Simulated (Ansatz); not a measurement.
# CH5NOSi: the cost of one run

All numbers below are computed with Ansatz 0.2.0 (RKS CAM-B3LYP/def2-SVP).

**1. The starting structure**

Bond lengths: N1–Si2 1.640 Å, Si2–O4 1.556 Å, C3–O4 1.396 Å, N1–H5 1.037 Å, N1–H6 1.057 Å, Si2–H7 1.502 Å, C3–H8 1.152 Å, C3–H9 1.051 Å. Angles: N1–Si2–O4 109.9°, N1–Si2–H7 109.7°, O4–Si2–H7 118.6°, Si2–N1–H5 110.0°, Si2–N1–H6 111.7°, H5–N1–H6 101.5°, Si2–O4–C3 103.5°, O4–C3–H8 111.6°, O4–C3–H9 119.8°, H8–C3–H9 113.0°.

Coordinates:

```xyz
9

N    -0.7207    1.0466    0.9620
Si    0.5309   -0.0126    0.9999
C     0.1202   -1.0910   -1.0133
O     0.1004   -1.3628    0.3563
H    -1.6211    0.5316    0.9692
H    -0.7754    1.5532    0.0359
H     1.7766    0.6585    0.4967
H     1.1970   -1.0126   -1.4147
H    -0.5195   -0.3572   -1.4091
```

**2. Relaxing end A**

Input file input.yaml:

```yaml
crystal:
  periodic: [false, false, false]
  atoms:
    - { symbol: "N", position_ang: [-0.7207, 1.0466, 0.962] }
    - { symbol: Si, position_ang: [0.5309, -0.0126, 0.9999] }
    - { symbol: C, position_ang: [0.1202, -1.091, -1.0133] }
    - { symbol: O, position_ang: [0.1004, -1.3628, 0.3563] }
    - { symbol: H, position_ang: [-1.6211, 0.5316, 0.9692] }
    - { symbol: H, position_ang: [-0.7754, 1.5532, 0.0359] }
    - { symbol: H, position_ang: [1.7766, 0.6585, 0.4967] }
    - { symbol: H, position_ang: [1.197, -1.0126, -1.4147] }
    - { symbol: H, position_ang: [-0.5195, -0.3572, -1.4091] }
basis:
  gaussian: { orbitals: def2-SVP }
hamiltonian:
  xc: cam_b3lyp
relax:
  f_tol: 0.015
  max_steps: 40
```

Started as:

```sh
$ ansatz run input.yaml --threads 2 --pin off --max-ram 3072MiB --backend cpu --events-out ev --progress --plain --runs-dir out
```

What time and memory should one allow on 2 threads of Intel Xeon Platinum 8488C (Sapphire Rapids), shared host?

About 28 s, with a peak of 0.21 GiB.
